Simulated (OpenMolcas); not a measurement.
**Re⁵⁺ among point charges: CASSCF and CASPT2 levels and susceptibility**

How does a field of 6 point charges split the states of Re⁵⁺, and what χT follows?

The numbers are computed with OpenMolcas 26.06 (state-averaged CASSCF and CASPT2, spin-orbit coupling by RASSI with atomic mean-field integrals), except any that are marked as measured or tabulated.

## (1) Starting point

```
Species                           : Re⁵⁺ (rhenium, Z = 75, 70 electrons)
Basis                             : ANO-RCC-VDZP [7s6p4d2f1g], 68 functions
Scalar Hamiltonian                : DKH2, point nucleus
Inactive shells                   : 1s 2s 2p 3s 3p 3d 4s 4p 4d 4f 5s 5p
Active space                      : 2 electrons in 5 orbitals (5d)
Some configurations of this space : 5d²
Orbitals                          : optimised for each spin and parity, averaged over all roots
```

The outer shells:

5d2
```
5d [↑ ][↑ ][  ][  ][  ]
```

The ion sits among 6 point charges of -1.7 e arranged as an octahedron (Oh), 2.08 Å from the ion.

Each step is its own input file, run in one work folder so that later steps find the files of earlier ones. Labels, J, g values, rates, χT and fits are worked out afterwards by a script from the matrices that RASSI stores. The input lists half of the charges; inversion (Group=XYZ) makes the rest.

## (2) Basis and integrals

Contents of a.inp:

```
&GATEWAY
Coord
1

Re 0.0 0.0 0.0
Basis=ANO-RCC-VDZP
Group=XYZ
NoMove
AngMom=0.0 0.0 0.0
AMFI
XField
3 Angstrom 0
2.080000 0.000000 0.000000 -1.700000
0.000000 2.080000 0.000000 -1.700000
0.000000 0.000000 2.080000 -1.700000
&SEWARD
```

The run is started by

```bash
OMP_NUM_THREADS=1 MOLCAS_MEM=1689 MOLCAS_PROJECT=a pymolcas a.inp > a.log
```

## (3) CASSCF: triplets of even parity, 10 roots

Contents of a.inp:

```
&RASSCF
FileOrb=start.orb
Symmetry=1
Spin=3
nActEl=2 0 0
Inactive=15 19
Ras2=5 0
CIRoot=10 10 1
SDav=10
CIMx=300
Iter=120 100
PrWF=0.3
OrbListing=Nothing
MaxOrb=0
>>> COPY $Project.JobIph JOB001
```

start.orb holds the contracted functions of the basis, ordered by shell, or the orbitals of the step before.

## (4) CASSCF: singlets of even parity, 15 roots

Contents of a.inp:

```
&RASSCF
FileOrb=start.orb
Symmetry=1
Spin=1
nActEl=2 0 0
Inactive=15 19
Ras2=5 0
CIRoot=15 15 1
SDav=15
CIMx=300
Iter=120 100
PrWF=0.3
OrbListing=Nothing
MaxOrb=0
>>> COPY $Project.JobIph JOB002
```

## (5) RASSI: spin-orbit coupling between the states

Contents of a.inp:

```
&RASSI
NrOfJobIphs=2 10 15
1 2 3 4 5 6 7 8 9 10
1 2 3 4 5 6 7 8 9 10 11 12 13 14 15
IphNames
JOB001
JOB002
EJob
SpinOrbit
DIPRint=1.0
SOCoupling=1000.0
Subsets=2
Property=9
'ANGMOM' 1 'ANGMOM' 2 'ANGMOM' 3 'MLTPL  1' 1 'MLTPL  1' 2 'MLTPL  1' 3
'AMFI' 1 'AMFI' 2 'AMFI' 3
SOProperty=3
'ANGMOM' 1 'ANGMOM' 2 'ANGMOM' 3
```

## (6) CASPT2: IPEA 0.25, imaginary shift 0.1 (closed shells correlated: 5s 5p)

Contents of a.inp:

```
>>> COPY JOB001 $Project.JobIph
&CASPT2
Multistate=10 1 2 3 4 5 6 7 8 9 10
NoMult
Frozen=14 16
IPEA=0.25
Imaginary=0.1
MaxIter=60
WThr=0.0 0.3 0.05
PrWF=0.5
NoMix
>>> COPY JOB002 $Project.JobIph
&CASPT2
Multistate=15 1 2 3 4 5 6 7 8 9 10 11 12 13 14 15
NoMult
Frozen=14 16
IPEA=0.25
Imaginary=0.1
MaxIter=60
WThr=0.0 0.3 0.05
PrWF=0.5
NoMix
```

(Steps that only read results are left out.)

**Question.** What will these runs give? Wanted: spin-free ground state; first state of the same spin within the active space; lowest level; next level.

The runs gave:

| quantity | value |
| --- | --- |
| method | SS-CASPT2, IPEA 0.25, imaginary shift 0.1 (closed shells correlated: 5s 5p) |
| spin-free ground state | 3T1, 3-fold in its orbital part |
| first state of the same spin within the active space | 3T2 at 6860 cm⁻¹ |
| lowest level | 2-fold E, g = 0.00, 0.00, 0.00 |
| next level | 1143.4 cm⁻¹ |
| χT at 300 K | 0.08 cm³ K/mol |
| effective moment at 300 K | 0.79 μB |

Cost by method:

| method | time of its own steps | time with the reference |
| --- | --- | --- |
| A. CASSCF | 6.2 s | 6.2 s |
| B. SS-CASPT2, IPEA 0.25, imaginary shift 0.1, +5s 5p | 2.8 s | 9 s |

Times are of one thread on a shared host.

The spin-free ground state (3T1) comes to 97 % from free-ion F terms and keeps the highest spin of the shell. χT at 300 K is 0.08, against 1.00 cm³ K/mol for the spin alone, so spin-orbit coupling lowers it. A ligand-field fit to the states below 45000 cm-1 gives 10Dq = 8403 cm-1, B = 772 cm-1 and C = 3296 cm-1 (C/B = 4.27), with a deviation of 275 cm-1. CASPT2 does not keep the components of a term degenerate, and the means are used. The field of point charges can differ much from that of real complexes. This is an electrostatic model: the charges have no orbitals.
